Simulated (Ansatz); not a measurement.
**C6H17GeNO: up Jacob's ladder to CCSD(T)**

How much do the methods differ for C6H17GeNO? The plan is to run it at one geometry with functionals of several rungs and with coupled cluster, and see how far each lands from CCSD(T) at the basis-set limit for the atomisation energy.

Computed with Ansatz 0.2.0, Gaussian basis. Level: functionals in def2-TZVPP, the program's frozen cores in correlated methods.

The runs, in order: LDA (SPW92), PBE-D4, revPBE-D4, BLYP-D4, r2SCAN-D4, B97M-V, PBE0-D4, B3LYP-D4, r2SCANh-D4, r2SCAN0-D4, HSE06-D4, BHLYP-D4, CAM-B3LYP-D4, LC-ωPBE, ωB97X-V, ωB97M-V, B2PLYP, PBE-QIDH; CCSD(T)/def2-SVP; CCSD(T)/def2-TZVPP; MP2/def2-QZVPP; extrapolation to the limit; RPA on PBE.

## (1) The relaxed structure

An earlier PBE0-D4 in a triple-zeta def2 set relaxation fixed the geometry.

SMILES `C[O][GeH]([CH3])[NH]C(C)(C)C`, 26 atoms, charge 0, spin multiplicity 1.

Atoms are counted from 1 here; the program's logs count them from 0.

Bond lengths: C1–O2 1.402 Å, C1–H10 1.099 Å, C1–H11 1.100 Å, C1–H12 1.093 Å, O2–Ge3 1.797 Å, Ge3–C4 1.942 Å, Ge3–N5 1.817 Å, Ge3–H13 1.543 Å, C4–H14 1.091 Å, C4–H15 1.091 Å, C4–H16 1.091 Å, N5–C6 1.464 Å, N5–H17 1.011 Å, C6–C7 1.522 Å, C6–C8 1.526 Å, C6–C9 1.529 Å, C7–H18 1.094 Å, C7–H19 1.092 Å and more. Angles: O2–C1–H10 112.3°, O2–C1–H11 112.4°, O2–C1–H12 108.6°, H10–C1–H11 107.8°, H10–C1–H12 107.7°, H11–C1–H12 107.8°, C1–O2–Ge3 118.5°, O2–Ge3–C4 109.8°, O2–Ge3–N5 108.9°, O2–Ge3–H13 105.2°, C4–Ge3–N5 107.8°, C4–Ge3–H13 113.2°, N5–Ge3–H13 111.8°, Ge3–C4–H14 110.2°, Ge3–C4–H15 110.5°, Ge3–C4–H16 109.9°, H14–C4–H15 108.6°, H14–C4–H16 108.5° and more.

## (2) LDA

This LDA is Slater exchange with PW92 correlation.

The input, in.yaml:

```yaml
crystal:
  periodic: [false, false, false]
  atoms:
    - {symbol: C, position_ang: [-0.485198, -1.944986, -2.643116]}
    - {symbol: O, position_ang: [-0.067300, -1.502671, -1.379708]}
    - {symbol: Ge, position_ang: [-1.246640, -0.624037, -0.346773]}
    - {symbol: C, position_ang: [-2.463727, -1.889432, 0.484352]}
    - {symbol: N, position_ang: [-0.344856, 0.233439, 0.977629]}
    - {symbol: C, position_ang: [0.836498, 1.077276, 0.788493]}
    - {symbol: C, position_ang: [0.651183, 1.920021, -0.465832]}
    - {symbol: C, position_ang: [0.955745, 1.992187, 2.003679]}
    - {symbol: C, position_ang: [2.102185, 0.229396, 0.653107]}
    - {symbol: H, position_ang: [-1.184444, -2.790425, -2.578514]}
    - {symbol: H, position_ang: [-0.971523, -1.149316, -3.226224]}
    - {symbol: H, position_ang: [0.392459, -2.280645, -3.202247]}
    - {symbol: H, position_ang: [-1.954248, 0.368172, -1.293886]}
    - {symbol: H, position_ang: [-3.007379, -2.447209, -0.279357]}
    - {symbol: H, position_ang: [-3.185874, -1.366912, 1.113292]}
    - {symbol: H, position_ang: [-1.903416, -2.597560, 1.096791]}
    - {symbol: H, position_ang: [-0.263374, -0.325207, 1.816628]}
    - {symbol: H, position_ang: [0.612162, 1.292645, -1.360853]}
    - {symbol: H, position_ang: [-0.269530, 2.505256, -0.408313]}
    - {symbol: H, position_ang: [1.490355, 2.608470, -0.583562]}
    - {symbol: H, position_ang: [1.059577, 1.403264, 2.920005]}
    - {symbol: H, position_ang: [0.064559, 2.615606, 2.100300]}
    - {symbol: H, position_ang: [1.832206, 2.640168, 1.922929]}
    - {symbol: H, position_ang: [2.253814, -0.375228, 1.552307]}
    - {symbol: H, position_ang: [2.014814, -0.445769, -0.200279]}
    - {symbol: H, position_ang: [2.987655, 0.857497, 0.519153]}
basis:
  gaussian: {orbitals: def2-TZVPP}
hamiltonian: {xc: lda}
output: {orbitals: {seedname: orbitals}}
```

The runs that follow: PBE-D4 (GGA); revPBE-D4 (GGA); BLYP-D4 (GGA); r2SCAN-D4 (meta-GGA); B97M-V (meta-GGA); PBE0-D4 (hybrid); B3LYP-D4 (hybrid); r2SCANh-D4 (hybrid); r2SCAN0-D4 (hybrid); HSE06-D4 (hybrid); BHLYP-D4 (hybrid); CAM-B3LYP-D4 (range-separated); LC-ωPBE (range-separated); ωB97X-V (range-separated); ωB97M-V (range-separated); B2PLYP (double hybrid); PBE-QIDH (double hybrid); CCSD(T) in def2-SVP; CCSD(T) in def2-TZVPP; MP2 in def2-QZVPP; RPA on PBE orbitals.

Q: Predict the results of all the runs planned. Wanted: atomisation energy, CCSD(T)/CBS; farthest beyond LDA; mean size of error, GGA; mean size of error, meta-GGA; mean size of error, hybrid; mean size of error, range-separated; mean size of error, double hybrid; gap, smallest and largest; T1 diagnostic.

The runs gave:

| quantity | value |
| --- | --- |
| atomisation energy, CCSD(T)/CBS | 9922.6 kJ/mol |
| functionals within 99.2 kJ/mol (1.0 %) | revPBE-D4, BLYP-D4, r2SCAN-D4, B97M-V, PBE0-D4, B3LYP-D4, r2SCANh-D4, HSE06-D4, CAM-B3LYP-D4, LC-ωPBE, ωB97X-V, ωB97M-V, PBE-QIDH |
| farthest beyond LDA | BHLYP-D4 (-253.9 kJ/mol) |
| mean size of error, GGA | 92.6 kJ/mol |
| mean size of error, meta-GGA | 4.3 kJ/mol |
| mean size of error, hybrid | 78.3 kJ/mol |
| mean size of error, range-separated | 24.2 kJ/mol |
| mean size of error, double hybrid | 87.1 kJ/mol |
| gap, smallest and largest | 5.31 eV (BLYP-D4), 12.44 eV (LC-ωPBE) |
| T1 diagnostic | 0.0106 |
| triples share of the correlation energy | 3.8 % |

In words: The LDA atomisation energy is off by 1358.1 kJ/mol (14 %): it overbinds. PBE-D4 is off by +145.0 kJ/mol. Double hybrids carry the basis error of their MP2 part in triple zeta, and no dispersion term here, so their miss is partly the set-up's. The rungs meta-GGA, range-separated, hybrid, double hybrid, GGA miss on average by less than the doubt on the reference (99.2 kJ/mol), so they tie. Misses under about 99.2 kJ/mol are within the doubt on the reference itself, which lacks core-valence correlation, relativity and higher excitations, and its outer-core shells are covered unevenly. Hartree-Fock recovers 73 % of the binding; the rest is correlation. CCSD(T) in def2-SVP is off by -455.4 kJ/mol, so the small basis spoils what the method gains. The gap grows from 5.3 to 12.4 eV across the functionals, mostly with the share of exact exchange. Correlated methods include outer-core shells of Ge, which these sets cover unevenly.
